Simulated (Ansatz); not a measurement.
# CH₃NOSi: vertical ionisation energy

One table from this session's results is given with a row withheld; the runs are named, their logs left out.

Method: unrestricted cation, the program's frozen cores in correlated methods; program: Ansatz 0.2.0, Gaussian basis.

The runs, in order: UKS PBE-D4/def2-TZVPP; UKS r2SCAN-D4/def2-TZVPP; UKS PBE0-D4/def2-TZVPP; UKS B3LYP-D4/def2-TZVPP; UKS wB97X-V/def2-TZVPP; UKS wB97M-V/def2-TZVPP; UKS B2PLYP/def2-TZVPP; UHF-CCSD(T)/def2-TZVPP; UHF-MP2/def2-QZVPP; extrapolation to the limit; then −ε(HOMO) from the neutral's earlier runs with LDA (SPW92), PBE-D4, revPBE-D4, BLYP-D4, r2SCAN-D4, B97M-V, PBE0-D4, B3LYP-D4, r2SCANh-D4, r2SCAN0-D4, HSE06-D4, BHLYP-D4, CAM-B3LYP-D4, LC-ωPBE, ωB97X-V, ωB97M-V.

## Structure used throughout

All runs share one geometry, relaxed beforehand with PBE0-D4 in a triple-zeta def2 set.

SMILES `O=C=N[SiH3]`, 7 atoms, charge 0, spin multiplicity 1.

Atoms are counted from 1 here; the program's logs count them from 0.

Bond lengths: O1–C2 1.165 Å, C2–N3 1.190 Å, N3–Si4 1.705 Å, Si4–H5 1.482 Å, Si4–H6 1.482 Å, Si4–H7 1.482 Å. Angles: O1–C2–N3 180.0°, C2–N3–Si4 179.9°, N3–Si4–H5 108.9°, N3–Si4–H6 108.9°, N3–Si4–H7 108.9°, H5–Si4–H6 110.0°, H5–Si4–H7 110.0°, H6–Si4–H7 110.0°.

Set-up of the first run:

in.yaml reads:

```yaml
crystal:
  periodic: [false, false, false]
  atoms:
    - {symbol: O, position_ang: [1.158912, -2.416144, 1.429204]}
    - {symbol: C, position_ang: [0.716576, -1.490786, 0.876393]}
    - {symbol: N, position_ang: [0.264667, -0.545476, 0.311380]}
    - {symbol: Si, position_ang: [-0.383052, 0.810077, -0.495422]}
    - {symbol: H, position_ang: [0.728421, 1.598408, -1.077166]}
    - {symbol: H, position_ang: [-1.134694, 1.634736, 0.479390]}
    - {symbol: H, position_ang: [-1.289530, 0.341086, -1.569478]}
basis:
  gaussian: {orbitals: def2-TZVPP}
total_charge: 1
magnetization: {spin_polarized: true, initial_magnetization: 1}
hamiltonian: {xc: pbe, dispersion: d4}
```

Steps of the session up to this table: Cation, UKS PBE-D4/def2-TZVPP; Cation, UKS r2SCAN-D4/def2-TZVPP; Cation, UKS PBE0-D4/def2-TZVPP; Cation, UKS B3LYP-D4/def2-TZVPP; Cation, UKS wB97X-V/def2-TZVPP; Cation, UKS wB97M-V/def2-TZVPP; Cation, UKS B2PLYP (frozen core)/def2-TZVPP; Cation, UHF-CCSD(T)/def2-TZVPP; Cation, UHF-MP2/def2-QZVPP.

One of the session's tables, all rows but one given; the rest of the session is left out.

It belongs to the step «Ionisation energies side by side». For comparison, −ε(HOMO) of the neutral from earlier runs:

| functional | −ε(HOMO) (eV) |
| --- | --- |
| LDA (SPW92) | 7.49 |
| PBE-D4 | 7.33 |
| revPBE-D4 | 7.27 |
| BLYP-D4 | 7.21 |
| r2SCAN-D4 | 7.65 |
| B97M-V | 7.71 |
| PBE0-D4 | 8.71 |
| B3LYP-D4 | 8.48 |
| r2SCANh-D4 | 8.16 |
| r2SCAN0-D4 | 8.93 |
| HSE06-D4 | 8.31 |
| BHLYP-D4 | ? |
| CAM-B3LYP-D4 | 10.07 |
| LC-ωPBE | 11.39 |
| ωB97X-V | 11.04 |
| ωB97M-V | 10.93 |

Q: Estimate the row for BHLYP-D4 from the others.

Worked estimate for «−ε(HOMO) (eV)». Against the share of exact exchange, BLYP-D4 (0, 7.21), B3LYP-D4 (0.2, 8.48) give a slope of 6.35 per unit share; at 0.5 the line stands at 10.38.

The run gave: −ε(HOMO) (eV): 10.00. In «−ε(HOMO) (eV)» the line misses by +0.38.

Caveats from the session: The cation may have settled in a state other than its lowest; no search over hole states beyond the program's own was made.
